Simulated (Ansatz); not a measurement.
# Si4Cl: the cost of one run

Computed with Ansatz 0.2.0 (DFT PBE, scalar-relativistic, plane waves, PAW, unless a step names another level, unless a step's input says otherwise).

1 further run of the same task is left out (it didn't finish). Runs told in other sessions of the task aren't counted.

### 1 The structure to begin with

It takes space group R-3m (No. 166, trigonal). The conventional cell has a = 3.882 Å, b = 3.882 Å, c = 53.758 Å, α = 90.00°, β = 90.00°, γ = 120.00°. Si (site symmetry 3m) is surrounded by 1 Cl at 2.08 Å and 3 Si at 2.37 Å. Si (site symmetry 3m) has 4 Si at 2.37 Å in its first shell of neighbours. Around Cl (site symmetry 3m) lie 1 Si at 2.08 Å.

Structure file:

```cif
data_structure
_symmetry_space_group_name_H-M 'P 1'
_symmetry_Int_Tables_number 1
_cell_length_a 18.0590
_cell_length_b 18.0590
_cell_length_c 18.0590
_cell_angle_alpha 12.341
_cell_angle_beta 12.341
_cell_angle_gamma 12.341
_cell_volume 233.91
loop_
_atom_site_label
_atom_site_type_symbol
_atom_site_fract_x
_atom_site_fract_y
_atom_site_fract_z
_atom_site_occupancy
Si1 Si 0.23839 0.23839 0.23839 1
Si2 Si 0.63007 0.63007 0.63007 1
Si3 Si 0.58597 0.58597 0.58597 1
Si4 Si 0.02201 0.02201 0.02201 1
Si5 Si 0.97799 0.97799 0.97799 1
Si6 Si 0.76161 0.76161 0.76161 1
Si7 Si 0.36993 0.36993 0.36993 1
Si8 Si 0.41403 0.41403 0.41403 1
Cl1 Cl 0.19976 0.19976 0.19976 1
Cl2 Cl 0.80024 0.80024 0.80024 1
```

It came out lowest among 36 distinct ends of the trial cells. At a tolerance of 0.02 Å it has space group R-3m (No. 166).

### 2 A stricter relaxation, on the response runs' mesh and smearing

Contents of input.yaml:

```yaml
crystal:
  lattice:
    - [1.9411948204, 1.1207493521, 17.9193984493]
    - [-1.9411948204, 1.1207493521, 17.9193984493]
    - [0.0, -2.2414987042, 17.9193984493]
  atoms:
    - { symbol: Si, position: [0.2383872967, 0.2383872967, 0.2383872967] }
    - { symbol: Si, position: [0.6300660419, 0.6300660419, 0.6300660419] }
    - { symbol: Si, position: [0.5859709793, 0.5859709793, 0.5859709793] }
    - { symbol: Si, position: [0.0220135433, 0.0220135433, 0.0220135433] }
    - { symbol: Si, position: [0.9779864567, 0.9779864567, 0.9779864567] }
    - { symbol: Si, position: [0.7616127033, 0.7616127033, 0.7616127033] }
    - { symbol: Si, position: [0.3699339581, 0.3699339581, 0.3699339581] }
    - { symbol: Si, position: [0.4140290207, 0.4140290207, 0.4140290207] }
    - { symbol: Cl, position: [0.1997581393, 0.1997581393, 0.1997581393] }
    - { symbol: Cl, position: [0.8002418607, 0.8002418607, 0.8002418607] }
basis:
  ecutwfc: 420
kpoints:
  mp_grid: { grid: [12, 12, 12] }
hamiltonian:
  xc: pbe
scf:
  occupations: { method: fixed }
output:
  forces: true
  stress: true
  eigenvalues: true
relax:
  adjacent_minimum: "off"
  f_tol: 0.001
  max_steps: 60
  cell: { stress_tol: 0.01 }
```

Run with:

```sh
$ ansatz run input.yaml --threads 3 --pin off --max-ram 7680MiB --backend cpu --events-out ev --progress --plain --runs-dir out
```

Q: Estimate wall time and peak memory on 3 threads of Intel Xeon 6975P-C (Granite Rapids), shared host.

About 2 min, with a peak of 1.4 GiB.
